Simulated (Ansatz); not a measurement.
# Ca3SiSe: the cost of one run

Program: Ansatz 0.2.0. Level of theory: DFT PBE, scalar-relativistic, plane waves, PAW. These are calculated values, not measurements.

## Step 1: The starting structure

Symmetry: P3m1, No. 156, trigonal system. Conventional cell: a = 4.713 Å, b = 4.713 Å, c = 7.437 Å, α = 90.00°, β = 90.00°, γ = 120.00°. Ca (site symmetry 3m) is surrounded by 3 Se at 3.18 Å and 3 Si at 3.19 Å. Ca (site symmetry 3m) is surrounded by 3 Se at 2.91 Å and 1 Si at 3.08 Å and 3 Ca at 3.34 Å. Around Ca (site symmetry 3m) lie 3 Si at 2.95 Å and 1 Se at 2.98 Å and 3 Ca at 3.34 Å. Si (site symmetry 3m) has 7 Ca at 2.95 to 3.19 Å as nearest neighbours. Se (site symmetry 3m) is surrounded by 7 Ca at 2.91 to 3.18 Å.

Structure file:

```
Ca Si Se
1.0
     4.71321    0.00000    0.00000
    -2.35661    4.08176    0.00000
     0.00000    0.00000    7.43746
Ca Si Se
3 1 1
Direct
  0.00000 0.00000 0.00449
  0.33333 0.66667 0.36494
  0.66667 0.33333 0.62586
  0.33333 0.66667 0.77965
  0.66667 0.33333 0.22507
```

The cell is invented: species swapped into a database cell of Mg3BiSb (P3m1, No. 156), with Ca on the Mg sites, Se on the Sb sites and Si on the Bi sites. Its size is a rough estimate.

## Step 2: The guess as it stands, on a coarse mesh

input.yaml

```yaml
crystal:
  lattice:
    - [4.71321074, 0.0, 0.0]
    - [-2.35660537, 4.08176024, 0.0]
    - [0.0, 0.0, 7.43746235]
  atoms:
    - { symbol: Ca, position: [0.0, 0.0, 0.004493] }
    - { symbol: Ca, position: [0.33333333, 0.66666667, 0.36493599] }
    - { symbol: Ca, position: [0.66666667, 0.33333333, 0.62585598] }
    - { symbol: Si, position: [0.33333333, 0.66666667, 0.77964503] }
    - { symbol: Se, position: [0.66666667, 0.33333333, 0.22507] }
basis:
  ecutwfc: 420
kpoints:
  mp_grid: { grid: [6, 6, 4] }
hamiltonian:
  xc: pbe
scf:
  occupations: { method: gaussian, width: 0.1 }
  lower_state_search: "off"
output:
  forces: true
  stress: true
  eigenvalues: true
```

On the command line:

```
$ ansatz run input.yaml --threads 1 --pin off --max-ram 2560MiB --backend cpu --events-out ev --progress --plain --runs-dir out
```

Q: Estimate wall time and peak memory on 1 thread of AMD EPYC 7R43 (Zen 3), shared host.

About 17 s, with a peak of 0.42 GiB.
